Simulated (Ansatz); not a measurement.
# LiPb: the cost of one run

Method: DFT PBEsol, scalar-relativistic, plane waves, PAW, in Ansatz 0.2.0.

**1. The starting structure**

It takes space group Pm-3m (No. 221, cubic). The conventional cell has a = 3.522 Å, b = 3.522 Å, c = 3.522 Å, α = 90.00°, β = 90.00°, γ = 90.00°. Around Li (site symmetry m-3m) lie 8 Pb at 3.05 Å. Pb (site symmetry m-3m) has 8 Li at 3.05 Å as nearest neighbours.

Structure file:

```
CELL_PARAMETERS angstrom
0.00000 0.00000 7.04400
7.04400 0.00000 0.00000
0.00000 7.04400 0.00000
ATOMIC_POSITIONS crystal
Li 0.25000 0.25000 0.25000
Li 0.75000 0.25000 0.25000
Li 0.25000 0.25000 0.75000
Li 0.75000 0.25000 0.75000
Li 0.25000 0.75000 0.25000
Li 0.75000 0.75000 0.25000
Li 0.25000 0.75000 0.75000
Li 0.75000 0.75000 0.75000
Pb 0.00000 0.00000 0.00000
Pb 0.50000 0.00000 0.00000
Pb 0.00000 0.00000 0.50000
Pb 0.50000 0.00000 0.50000
Pb 0.00000 0.50000 0.00000
Pb 0.50000 0.50000 0.00000
Pb 0.00000 0.50000 0.50000
Pb 0.50000 0.50000 0.50000
```

The cell is taken as given, not relaxed at this level.

**2. The perfect supercell on the trajectory's mesh**

Contents of input.yaml:

```yaml
crystal:
  lattice:
    - [0.0, 0.0, 7.044]
    - [7.044, 0.0, 0.0]
    - [0.0, 7.044, 0.0]
  atoms:
    - { symbol: Li, position: [0.25, 0.25, 0.25] }
    - { symbol: Li, position: [0.75, 0.25, 0.25] }
    - { symbol: Li, position: [0.25, 0.25, 0.75] }
    - { symbol: Li, position: [0.75, 0.25, 0.75] }
    - { symbol: Li, position: [0.25, 0.75, 0.25] }
    - { symbol: Li, position: [0.75, 0.75, 0.25] }
    - { symbol: Li, position: [0.25, 0.75, 0.75] }
    - { symbol: Li, position: [0.75, 0.75, 0.75] }
    - { symbol: Pb, position: [0.0, 0.0, 0.0] }
    - { symbol: Pb, position: [0.5, 0.0, 0.0] }
    - { symbol: Pb, position: [0.0, 0.0, 0.5] }
    - { symbol: Pb, position: [0.5, 0.0, 0.5] }
    - { symbol: Pb, position: [0.0, 0.5, 0.0] }
    - { symbol: Pb, position: [0.5, 0.5, 0.0] }
    - { symbol: Pb, position: [0.0, 0.5, 0.5] }
    - { symbol: Pb, position: [0.5, 0.5, 0.5] }
  symmetry: { detect: false }
basis:
  ecutwfc: 420
kpoints:
  mp_grid: { grid: [2, 2, 2], shift: [0.5, 0.5, 0.5] }
hamiltonian:
  xc: pbesol
scf:
  occupations: { method: gaussian, width: 0.1 }
output:
  forces: true
  stress: true
  eigenvalues: true
```

Run with:

```bash
ansatz run input.yaml --threads 4 --pin off --max-ram 5120MiB --backend cpu --events-out ev --progress --plain --runs-dir out
```

**Question.** How long does this run take on 4 threads of an x86-64 CPU, shared host, and how much memory does it need?

About 1.6 s, with a peak of 0.82 GiB.
